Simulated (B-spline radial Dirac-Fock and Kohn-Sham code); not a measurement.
**An X-ray data sheet for Tc⁵⁺, step by step**

Aim: for the Tc⁵⁺ ion, compute its photoionisation cross sections and the widths and yields of its core holes.

Program: B-spline radial Dirac-Fock and Kohn-Sham code, version 2. Model: a free atom or ion on a radial basis; each step names its model. All values are calculated, but those marked as tabulated.

### Step 1. What is computed

Technetium as Tc⁵⁺, configuration [Kr] 4d2.

| Item | Value |
| --- | --- |
| nuclear charge | 43 |
| electrons | 38 |
| mass number | 97 |
| nuclear rms radius | 4.4112 fm |

### Step 2. Photoionisation

Model: independent-particle photoionisation: Dirac-Hartree-Slater potential of the initial state with a Latter tail for bound and continuum orbitals, all multipoles in the length form, thresholds from Dirac-Fock Delta-SCF.

Settings, as recorded:

```ini
task = photo
Z = 43
charge = 5
configuration = 1s2 2s2 2p6 3s2 3p6 3d10 4s2 4p6 4d2
mass_number = 97
rms_radius = 4.4112  # fm
photon_energy = [21.22, 46.1, 71.1, 80, 100, 134.0, 138.0, 144.0, 181.0, 1250.0, 4000, 6000, 15000, 22162.9, 77100.0, 200000]  # eV
```

Results of the run (chosen fields of its result record, rounded):

```text
{
  "status": "converged",
  "shells": ["K", "L1", "L2", "L3", "M1", "M2", "M3", "M4", "M5", "N1", "N2", "N3", "N4", "N5"],
  "occupation": [2.0, 2.0, 2.0, 4.0, 2.0, 2.0, 4.0, 4.0, 6.0, 2.0, 2.0, 4.0, 0.8, 1.2],
  "threshold [eV]": [21127.1, 3132.62, 2878.6, 2762.12, 630.215, 532.112, 512.059, 339.035, 335.371, 150.913, 118.19, 114.96, 71.2473, 70.8576],
  "sigma [Mb]": [
    ["K", "-", "-", "-", "-", "-", "-", "-", "-", "-", "-", "-", "-", "-", 0.00903, 0.000295, 1.82e-05],
    ["L1", "-", "-", "-", "-", "-", "-", "-", "-", "-", "-", 0.028, 0.0133, 0.00186, 0.000734, 2.74e-05, 1.82e-06],
    ["L2", "-", "-", "-", "-", "-", "-", "-", "-", "-", "-", 0.0395, 0.0127, 0.000775, 0.000218, 3.14e-06, 1.23e-07],
    ["L3", "-", "-", "-", "-", "-", "-", "-", "-", "-", "-", 0.0727, 0.0227, 0.00131, 0.000357, 4.55e-06, 1.57e-07],
    ["M1", "-", "-", "-", "-", "-", "-", "-", "-", "-", 0.0464, 0.00576, 0.00252, 0.000333, 0.00013, 4.9e-06, 3.28e-07],
    ["M2", "-", "-", "-", "-", "-", "-", "-", "-", "-", 0.062, 0.00518, 0.0018, 0.000127, 3.73e-05, 5.81e-07, 2.33e-08],
    ["M3", "-", "-", "-", "-", "-", "-", "-", "-", "-", 0.124, 0.00954, 0.00324, 0.000216, 6.16e-05, 8.46e-07, 3e-08],
    ["M4", "-", "-", "-", "-", "-", "-", "-", "-", "-", 0.102, 0.00231, 0.00052, 1.4e-05, 2.74e-06, 1.32e-08, 2.55e-10],
    ["M5", "-", "-", "-", "-", "-", "-", "-", "-", "-", 0.148, 0.00328, 0.000732, 1.92e-05, 3.7e-06, 1.65e-08, 3.02e-10],
    ["N1", "-", "-", "-", "-", "-", "-", "-", "-", 0.186, 0.00957, 0.00109, 0.000475, 6.22e-05, 2.44e-05, 9.19e-07, 6.16e-08],
    ["N2", "-", "-", "-", "-", "-", 0.15, 0.147, 0.143, 0.128, 0.0104, 0.000839, 0.000295, 2.13e-05, 6.29e-06, 9.91e-08, 3.99e-09],
    ["N3", "-", "-", "-", "-", "-", 0.363, 0.357, 0.348, 0.304, 0.0205, 0.00155, 0.000532, 3.63e-05, 1.04e-05, 1.45e-07, 5.16e-09],
    ["N4", "-", "-", "-", 0.0777, 0.0402, 0.0705, 0.0732, 0.0765, 0.0812, 0.00226, 5.94e-05, 1.37e-05, 3.85e-07, 7.61e-08, 3.73e-10, 7.23e-12],
    ["N5", "-", "-", "-", 0.109, 0.0632, 0.111, 0.115, 0.119, 0.125, 0.00329, 8.47e-05, 1.94e-05, 5.29e-07, 1.03e-07, 4.67e-10, 8.59e-12]
  ],
  "beta_dipole": [
    ["K", "-", "-", "-", "-", "-", "-", "-", "-", "-", "-", "-", "-", "-", 2.0, 1.98, 1.86],
    ["L1", "-", "-", "-", "-", "-", "-", "-", "-", "-", "-", 2.0, 2.0, 2.0, 1.99, 1.97, 1.85],
    ["L2", "-", "-", "-", "-", "-", "-", "-", "-", "-", "-", 1.43, 1.41, 1.08, 0.899, 0.368, -0.0115],
    ["L3", "-", "-", "-", "-", "-", "-", "-", "-", "-", "-", 1.47, 1.45, 1.09, 0.884, 0.166, -0.442],
    ["M1", "-", "-", "-", "-", "-", "-", "-", "-", "-", 1.99, 2.0, 2.0, 1.99, 1.99, 1.97, 1.85],
    ["M2", "-", "-", "-", "-", "-", "-", "-", "-", "-", 1.59, 1.48, 1.36, 1.01, 0.841, 0.349, -0.0168],
    ["M3", "-", "-", "-", "-", "-", "-", "-", "-", "-", 1.61, 1.52, 1.4, 1.01, 0.819, 0.141, -0.45],
    ["M4", "-", "-", "-", "-", "-", "-", "-", "-", "-", 1.23, 0.957, 0.798, 0.456, 0.324, -0.147, -0.67],
    ["M5", "-", "-", "-", "-", "-", "-", "-", "-", "-", 1.22, 0.923, 0.768, 0.448, 0.328, -0.0981, -0.635],
    ["N1", "-", "-", "-", "-", "-", "-", "-", "-", 1.98, 1.99, 2.0, 2.0, 1.99, 1.99, 1.97, 1.85],
    ["N2", "-", "-", "-", "-", "-", -0.233, -0.156, -0.0416, 0.547, 1.67, 1.47, 1.35, 0.995, 0.831, 0.346, -0.0177],
    ["N3", "-", "-", "-", "-", "-", -0.145, -0.0628, 0.0542, 0.606, 1.69, 1.51, 1.38, 1.0, 0.807, 0.137, -0.452],
    ["N4", "-", "-", "-", 1.66, -0.726, -0.287, -0.196, -0.0726, 0.431, 1.28, 0.936, 0.779, 0.446, 0.314, -0.15, -0.671],
    ["N5", "-", "-", "-", 1.6, -0.789, -0.205, -0.116, 0.00404, 0.491, 1.26, 0.901, 0.749, 0.439, 0.318, -0.101, -0.636]
  ]
}
```

Rows start with the subshell; columns follow the photon energies; blanks lie below or just at threshold.

Summed over subshells:

| hν (eV) | total (kb) | K (%) | L (%) | M (%) | N (%) |
| --- | --- | --- | --- | --- | --- |
| 80.000 | 186 | - | - | - | 100.0 |
| 100.00 | 103 | - | - | - | 100.0 |
| 134.00 | 694 | - | - | - | 100.0 |
| 138.00 | 692 | - | - | - | 100.0 |
| 144.00 | 687 | - | - | - | 100.0 |
| 181.00 | 824 | - | - | - | 100.0 |
| 1250.0 | 529 | - | - | 91.3 | 8.7 |
| 4000.0 | 170 | - | 82.5 | 15.3 | 2.1 |
| 6000.0 | 58.8 | - | 82.7 | 15.0 | 2.3 |
| 15000 | 4.77 | - | 82.6 | 14.9 | 2.5 |
| 22163 | 10.6 | 85.1 | 12.3 | 2.2 | 0.4 |
| 77100 | 0.337 | 87.4 | 10.4 | 1.9 | 0.3 |
| 200000 | 0.0207 | 87.7 | 10.1 | 1.8 | 0.3 |

### Step 3. Filling the vacancies

Model: independent-particle rates: relativistic LDA orbitals of the hole state, multipoles to L = 3 (length form), Coulomb Auger matrix elements with a Latter-tail continuum; energies from Dirac-Fock.

Recorded inputs:

```ini
task = decay
holes = ["K", "L1", "L2", "L3", "M1", "M2", "M3", "M4", "M5", "N1", "N2", "N3"]
```

Results of the run (chosen fields of its result record, rounded):

```text
{
  "status": "converged",
  "K": {
    "width_radiative": 3.7468,
    "width_radiative_velocity": 3.8418,
    "width_nonradiative": 1.0623,
    "coster_kronig": {},
    "radiative": [["L3", 18365.0, 2.0698], ["L2", 18249.0, 1.0884], ["M3", 20615.0, 0.33033], ["M2", 20595.0, 0.16943], ["N3", 21012.0, 0.057316], ["N2", 21009.0, 0.029191]],
    "auger": [["L2L3", 15361.0, 0.30681], ["L3L3", 15478.0, 0.15933], ["L1L3", 15130.0, 0.12496], ["L1L2", 15011.0, 0.080419], ["L1L1", 14750.0, 0.065218], ["L3M3", 17803.0, 0.046702]]
  },
  "L1": {
    "width_radiative": 0.05012,
    "width_radiative_velocity": 0.049949,
    "width_nonradiative": 2.031,
    "coster_kronig": {"L2": 0.38802, "L3": 0.58206},
    "radiative": [["M3", 2620.6, 0.02615], ["M2", 2600.5, 0.015266], ["N3", 3017.7, 0.0049846], ["N2", 3014.4, 0.0028519], ["L3", 370.49, 0.00043195], ["M5", 2797.2, 0.00021633]],
    "auger": [["L3N1", 194.64, 0.22253], ["M4M5", 2414.7, 0.21969], ["L3N3", 232.23, 0.19346], ["M1M5", 2126.2, 0.15666], ["L2N1", 78.147, 0.1466], ["M1M3", 1954.0, 0.13913]]
  },
  "L2": {
    "width_radiative": 0.074424,
    "width_radiative_velocity": 0.076085,
    "width_nonradiative": 1.6177,
    "coster_kronig": {"L3": 0.041687},
    "radiative": [["M4", 2539.6, 0.070267], ["M1", 2248.4, 0.0020186], ["N4", 2807.3, 0.0017144], ["N1", 2727.7, 0.00040259], ["M3", 2366.5, 1.7353e-05], ["N3", 2763.6, 3.3635e-06]],
    "auger": [["M4M5", 2160.7, 0.48956], ["M2M3", 1794.3, 0.19041], ["M2M5", 1969.0, 0.17851], ["M3M4", 1986.2, 0.12702], ["M4M4", 2157.6, 0.11054], ["M2M4", 1969.4, 0.098018]]
  },
  "L3": {
    "width_radiative": 0.072034,
    "width_radiative_velocity": 0.073351,
    "width_nonradiative": 1.705,
    "coster_kronig": {},
    "radiative": [["M5", 2426.8, 0.060723], ["M4", 2423.1, 0.0068348], ["M1", 2131.9, 0.0023529], ["N5", 2691.3, 0.0014727], ["N1", 2611.2, 0.00046596], ["N4", 2690.9, 0.00016448]],
    "auger": [["M4M5", 2044.3, 0.41068], ["M5M5", 2048.5, 0.27735], ["M3M5", 1875.5, 0.22534], ["M3M3", 1697.4, 0.15046], ["M3M4", 1869.7, 0.14789], ["M2M3", 1677.8, 0.10624]]
  },
  "M1": {
    "width_radiative": 0.00094334,
    "width_radiative_velocity": 0.00085593,
    "width_nonradiative": 2.251,
    "coster_kronig": {"M2": 0.30234, "M3": 0.36939, "M4": 0.57382, "M5": 0.82594},
    "radiative": [["N3", 515.26, 0.00046955], ["N2", 512.02, 0.00030598], ["M3", 118.16, 0.00013093], ["M2", 98.104, 3.6472e-05], ["N5", 559.36, 1.3545e-07], ["M5", 294.84, 1.1454e-07]],
    "auger": [["M5N1", 119.85, 0.60103], ["M4N1", 116.18, 0.40693], ["M3N5", 27.291, 0.22514], ["M2N5", 7.1823, 0.17137], ["M5N3", 157.41, 0.15176], ["M3N4", 26.828, 0.14425]]
  },
  "M2": {
    "width_radiative": 0.00073414,
    "width_radiative_velocity": 0.00064439,
    "width_nonradiative": 3.2557,
    "coster_kronig": {"M4": 2.1054, "M5": 0.94434},
    "radiative": [["M4", 193.08, 0.00049099], ["N1", 381.2, 0.00016677], ["N4", 460.86, 7.622e-05], ["N3", 417.15, 1.6436e-07], ["M3", 20.052, 4.9967e-11], ["N5", 461.25, 2.2778e-11]],
    "auger": [["M4N3", 55.526, 0.89967], ["M5N2", 55.599, 0.75647], ["M4N2", 52.155, 0.57048], ["M4N1", 18.076, 0.56563], ["M5N1", 21.751, 0.09158], ["N2N3", 280.32, 0.086599]]
  },
  "M3": {
    "width_radiative": 0.00065171,
    "width_radiative_velocity": 0.00057277,
    "width_nonradiative": 3.4176,
    "coster_kronig": {"M4": 0.69768, "M5": 2.5076},
    "radiative": [["M5", 176.69, 0.00034838], ["N1", 361.15, 0.00018451], ["N5", 441.2, 7.3917e-05], ["M4", 173.02, 3.5968e-05], ["N4", 440.81, 8.7659e-06], ["N2", 393.87, 8.6186e-08]],
    "auger": [["M5N3", 39.258, 1.2736], ["M4N3", 35.474, 0.5964], ["M5N1", 1.6988, 0.5874], ["M5N2", 35.547, 0.5631], ["M4N2", 32.103, 0.085349], ["N3N3", 263.26, 0.071955]]
  },
  "M4": {
    "width_radiative": 5.4645e-05,
    "width_radiative_velocity": 5.8777e-05,
    "width_nonradiative": 0.092684,
    "coster_kronig": {},
    "radiative": [["N2", 220.84, 4.6412e-05], ["N3", 224.08, 8.2268e-06], ["N1", 188.12, 3.0017e-09], ["N4", 267.79, 2.497e-09], ["N5", 268.18, 1.0481e-09], ["M5", 3.664, 2.7425e-13]],
    "auger": [["N3N4", 135.63, 0.02385], ["N1N4", 99.141, 0.014484], ["N1N3", 55.39, 0.010594], ["N2N4", 133.01, 0.010552], ["N1N2", 52.011, 0.0092746], ["N2N3", 87.247, 0.0078252]]
  },
  "M5": {
    "width_radiative": 5.0247e-05,
    "width_radiative_velocity": 5.4011e-05,
    "width_nonradiative": 0.097434,
    "coster_kronig": {},
    "radiative": [["N3", 220.41, 5.0241e-05], ["N1", 184.46, 2.8697e-09], ["N5", 264.51, 2.7649e-09], ["N4", 264.12, 7.0597e-10], ["N2", 217.18, 8.476e-13]],
    "auger": [["N3N5", 132.78, 0.02249], ["N1N5", 95.895, 0.015669], ["N1N3", 51.726, 0.015469], ["N2N5", 128.96, 0.013053], ["N2N3", 83.583, 0.0083947], ["N1N2", 48.347, 0.0062754]]
  },
  "N1": {
    "width_radiative": 3.2763e-05,
    "width_radiative_velocity": 2.353e-05,
    "width_nonradiative": 0,
    "coster_kronig": {},
    "radiative": [["N3", 35.953, 2.3871e-05], ["N2", 32.722, 8.8899e-06], ["N5", 80.055, 1.8275e-09], ["N4", 79.665, 1.1853e-09]],
    "auger": []
  },
  "N2": {
    "width_radiative": 1.2391e-05,
    "width_radiative_velocity": 1.1945e-05,
    "width_nonradiative": 0,
    "coster_kronig": {},
    "radiative": [["N4", 46.943, 1.2391e-05], ["N3", 3.2304, 2.0948e-13], ["N5", 47.333, 9.8179e-15]],
    "auger": []
  },
  "N3": {
    "width_radiative": 1.0684e-05,
    "width_radiative_velocity": 1.0208e-05,
    "width_nonradiative": 0,
    "coster_kronig": {},
    "radiative": [["N5", 44.102, 9.6424e-06], ["N4", 43.713, 1.0421e-06]],
    "auger": []
  }
}
```

All in eV. For each hole the six strongest lines (shell, energy, width) and Auger groups (final holes, energy, width) are shown.

Widths (eV), yields and lifetimes:

| hole | radiative | Auger | Coster-Kronig | total | yield | lifetime (fs) |
| --- | --- | --- | --- | --- | --- | --- |
| K (1s) | 3.75 | 1.06 | 0 | 4.81 | 0.779 | 0.137 |
| L1 (2s) | 0.0501 | 1.06 | 0.970 | 2.08 | 0.0241 | 0.316 |
| L2 (2p1/2) | 0.0744 | 1.58 | 0.0417 | 1.69 | 0.0440 | 0.389 |
| L3 (2p3/2) | 0.0720 | 1.70 | 0 | 1.78 | 0.0405 | 0.370 |
| M1 (3s) | 9.43e-04 | 0.180 | 2.07 | 2.25 | 4.19e-04 | 0.292 |
| M2 (3p1/2) | 7.34e-04 | 0.206 | 3.05 | 3.26 | 2.25e-04 | 0.202 |
| M3 (3p3/2) | 6.52e-04 | 0.212 | 3.21 | 3.42 | 1.91e-04 | 0.193 |
| M4 (3d3/2) | 5.46e-05 | 0.0927 | 0 | 0.0927 | 5.89e-04 | 7.10 |
| M5 (3d5/2) | 5.02e-05 | 0.0974 | 0 | 0.0975 | 5.15e-04 | 6.75 |
| N1 (4s) | 3.28e-05 | 0 | 0 | 3.28e-05 | 1.00 | 20100 |
| N2 (4p1/2) | 1.24e-05 | 0 | 0 | 1.24e-05 | 1.00 | 53100 |
| N3 (4p3/2) | 1.07e-05 | 0 | 0 | 1.07e-05 | 1.00 | 61600 |

Emission lines that fill the K hole:

```
  Kα2 18248.5      52.6 ############################
  Kα1 18365.0       100 ################################
  Kβ3 20595.0      8.19 ################
  Kβ1 20615.0      16.0 ####################
Kβ2'' 21008.9      1.41 ####
 Kβ2' 21012.1      2.77 #########
```
(bars on a logarithmic scale, % of the strongest)

### Step 4. Summary of results

```
                       quantity                         value
             total at 1250.0 eV                        529 kb
strongest subshell at 1250.0 eV  M5 (3d5/2), 148 kb, β = 1.22
           K hole: width, yield                4.81 eV, 0.779
                   its lifetime                      0.137 fs
             its strongest line        Kα1 (K-L3), 18365.0 eV
```

In words: M5 (3d5/2) leads at 1250.0 eV with 28 % of the total, and the K shell holds 88 % at 200000 eV. Under 200 eV, coupling between channels can change such values by tens of per cent. With a yield of 0.78, X-ray emission is the main way out for the K hole, in 0.14 fs. Coster-Kronig decay rules M1, M2 and M3, where this model's widths can be far from the measured ones. The Hartree-Fock and Dirac-Fock values hold no electron correlation.
